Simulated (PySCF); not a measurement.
A run of PySCF 2.14.0:

Contents of run.py:

```python
import json
import numpy as np
from pyscf.pbc import gto, scf, dft, df

cell = gto.Cell()
cell.basis = 'pob-tzvp-rev2'
cell.fromfile('BH4SN.xyz')
cell.exp_to_discard = 0
cell.precision = 1e-08
cell.max_memory = 2520  # MB
cell.verbose = 4
cell.build()

res = {}
kpts = cell.make_kpts([1, 1, 1])
mf = dft.KRKS(cell, kpts, xc='pbe0', exxdiv='ewald')
mf = mf.density_fit()
mf.with_df._cderi = 'cderi.h5'  # three-centre integrals saved by an earlier run on this cell, basis and mesh
mf.conv_tol = 1e-08
mf.max_cycle = 60

mf.kernel()
res.update(converged=bool(mf.converged), e_tot=mf.e_tot, nelec=cell.nelectron, nao=cell.nao, mesh=list(map(int, cell.mesh)), a=cell.lattice_vectors().tolist(), coords=cell.atom_coords().tolist(),
           mo_energy=[np.real(x).tolist() for x in mf.mo_energy], mo_occ=[np.real(x).tolist() for x in mf.mo_occ])
import h5py
print('fit functions by k pair:', sorted({v['0'].shape[0] for v in h5py.File(mf.with_df._cderi)['j3c'].values()}))
res.update(kpts=cell.get_scaled_kpts(kpts).tolist())
res['parts'] = {k: float(np.real(v)) for k, v in mf.scf_summary.items() if np.isscalar(v)}
json.dump(res, open('results.json', 'w'))
if not mf.converged:
    raise SystemExit('SCF not converged')

print('levels (eV)')
for i, kp in enumerate(res['kpts'][:40]):
    print('k %7.4f %7.4f %7.4f  ' % tuple(kp), ' '.join('%.3f' % (x * 27.211386) for x in res['mo_energy'][i][:21]))

# Mulliken populations
dm, s = np.asarray(mf.make_rdm1()), np.asarray(mf.get_ovlp())
sites = cell.aoslice_by_atom()[:, 2:]
tot = np.einsum('kij,kji->i', dm, s).real / len(kpts)
res['mulliken'] = [cell.atom_charge(i) - tot[a0:a1].sum() for i, (a0, a1) in enumerate(sites)]
print('Mulliken charges', np.round(res['mulliken'], 5))

from pyscf.pbc import tdscf
td = tdscf.KTDA(mf)
td.nstates = 5
td.kshift_lst = [0]
td.conv_tol = 1e-5
td.kernel()
res.update(excitations=np.real(td.e[0]).tolist(), post_converged=bool(np.all(td.converged)))
res['done'] = True
json.dump(res, open('results.json', 'w'))
```

BH4SN.xyz

```xyz
7
Lattice="13.0000000000 0.0000000000 0.0000000000 0.0000000000 12.0000000000 0.0000000000 0.0000000000 0.0000000000 12.0000000000" Properties=species:S:1:pos:R:3 pbc="T T T"
N      5.3417000000      6.4974000000      5.5492500000
B      6.4179000600      6.2484999600      6.3954500400
S      7.3497000200      4.6965999600      6.2473500000
H      5.0253000200      5.8638999600      4.8348500400
H      4.8065000100      7.3454000400      5.6057499600
H      6.7270000200      7.0563999600      7.2179499600
H      8.2194999900      4.9532000400      7.2331500000
```

Potentials or basis: pob-tzvp-rev2 (all-electron).

Launch:

```bash
$ OMP_NUM_THREADS=2 python -u run.py > log
```

Hardware: 2 threads of Intel(R) Xeon(R) Processor @ 2.70GHz, with other jobs on the host.

Task: How long does it take, and how much memory?

Result: Wall time 53 s on 2 threads of Intel(R) Xeon(R) Processor @ 2.70GHz (shared host), peak memory 1.9 GiB. Counts: scf iterations 8, basis 77, k points 1.
